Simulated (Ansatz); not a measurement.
# C2H6ClFOSSi: up Jacob's ladder to CCSD(T)

The task here is to estimate one member of a computed series from the others.

Program: Ansatz 0.2.0, Gaussian basis. Level of theory: functionals in def2-TZVPP, the program's frozen cores in correlated methods. These are calculated values, not measurements.

The runs, in order: PBE-D4, r2SCAN-D4, PBE0-D4, B3LYP-D4, ωB97X-V, ωB97M-V, B2PLYP; CCSD(T)/def2-TZVPP; MP2/def2-QZVPP; extrapolation to the limit.

### The geometry

An earlier PBE0-D4 in a triple-zeta def2 set relaxation fixed the geometry.

13 atoms, charge 0, spin multiplicity 1.

Atoms are counted from 1 here; the program's logs count them from 0.

Bond lengths: C1–O2 1.417 Å, C1–H8 1.090 Å, C1–H9 1.094 Å, C1–H10 1.093 Å, O2–Si3 1.616 Å, Si3–F4 1.592 Å, Si3–Cl5 2.035 Å, Si3–S6 2.088 Å, S6–C7 1.822 Å, C7–H11 1.088 Å, C7–H12 1.089 Å, C7–H13 1.089 Å. Angles: O2–C1–H8 107.7°, O2–C1–H9 110.7°, O2–C1–H10 111.2°, H8–C1–H9 108.9°, H8–C1–H10 109.1°, H9–C1–H10 109.1°, C1–O2–Si3 125.6°, O2–Si3–F4 107.5°, O2–Si3–Cl5 112.0°, O2–Si3–S6 110.3°, F4–Si3–Cl5 106.4°, F4–Si3–S6 112.1°, Cl5–Si3–S6 108.5°, Si3–S6–C7 98.6°, S6–C7–H11 110.7°, S6–C7–H12 106.1°, S6–C7–H13 111.0°, H11–C7–H12 109.4° and more.

Coordinates:

```xyz
13

C    -1.3930    1.0884   -1.4122
O    -0.9133    0.2686   -0.3611
Si    0.0986    0.7344    0.8092
F     1.3548    1.4210    0.1116
Cl   -0.7315    2.1470    2.0165
S     0.6491   -0.9015    1.9840
C     1.2820   -1.9855    0.6638
H    -1.9856    0.4615   -2.0784
H    -2.0273    1.8884   -1.0205
H    -0.5673    1.5295   -1.9771
H     0.5043   -2.1930   -0.0686
H     1.5762   -2.9140    1.1514
H     2.1529   -1.5449    0.1813
```

Set-up of the first run:

File in.yaml:

```yaml
crystal:
  periodic: [false, false, false]
  atoms:
    - {symbol: C, position_ang: [-1.392973, 1.088428, -1.412199]}
    - {symbol: O, position_ang: [-0.913271, 0.268594, -0.361147]}
    - {symbol: Si, position_ang: [0.098647, 0.734421, 0.809190]}
    - {symbol: F, position_ang: [1.354827, 1.420952, 0.111607]}
    - {symbol: Cl, position_ang: [-0.731523, 2.147036, 2.016512]}
    - {symbol: S, position_ang: [0.649078, -0.901471, 1.984027]}
    - {symbol: C, position_ang: [1.282030, -1.985514, 0.663831]}
    - {symbol: H, position_ang: [-1.985641, 0.461489, -2.078356]}
    - {symbol: H, position_ang: [-2.027329, 1.888440, -1.020454]}
    - {symbol: H, position_ang: [-0.567264, 1.529521, -1.977076]}
    - {symbol: H, position_ang: [0.504287, -2.193037, -0.068641]}
    - {symbol: H, position_ang: [1.576222, -2.913976, 1.151427]}
    - {symbol: H, position_ang: [2.152931, -1.544883, 0.181299]}
basis:
  gaussian: {orbitals: def2-TZVPP}
hamiltonian: {xc: pbe, dispersion: d4}
output: {forces: true, orbitals: {seedname: orbitals}}
```

Launch:

```
$ ansatz run in.yaml --threads 2 --pin off --events-out ev --progress --plain --max-ram 32768MiB --backend cuda --devices 0, --max-vram 18GiB
```

Steps of the session up to this table: PBE-D4 (GGA); r2SCAN-D4 (meta-GGA); PBE0-D4 (hybrid); B3LYP-D4 (hybrid); ωB97X-V (range-separated); ωB97M-V (range-separated); B2PLYP (double hybrid); CCSD(T) in def2-TZVPP; MP2 in def2-QZVPP.

One of the session's tables, all rows but one given; the rest of the session is left out.

```
            method  atomisation energy (kJ/mol)
            PBE-D4                       5114.4
         r2SCAN-D4                       5050.7
           PBE0-D4                       5026.5
          B3LYP-D4                       5001.9
           ωB97X-V                       5047.6
           ωB97M-V                       5052.7
            B2PLYP                       4957.4
     HF/def2-TZVPP                       3686.7
    MP2/def2-TZVPP                       5015.0
   CCSD/def2-TZVPP                       4812.2
CCSD(T)/def2-TZVPP                       4891.7
           MP2/CBS                            ?
       CCSD(T)/CBS                       5039.4
```

**Question.** Estimate the row for MP2/CBS.

The run gave: atomisation energy (kJ/mol): 5162.6. In the column «atomisation energy (kJ/mol)» it is the highest.
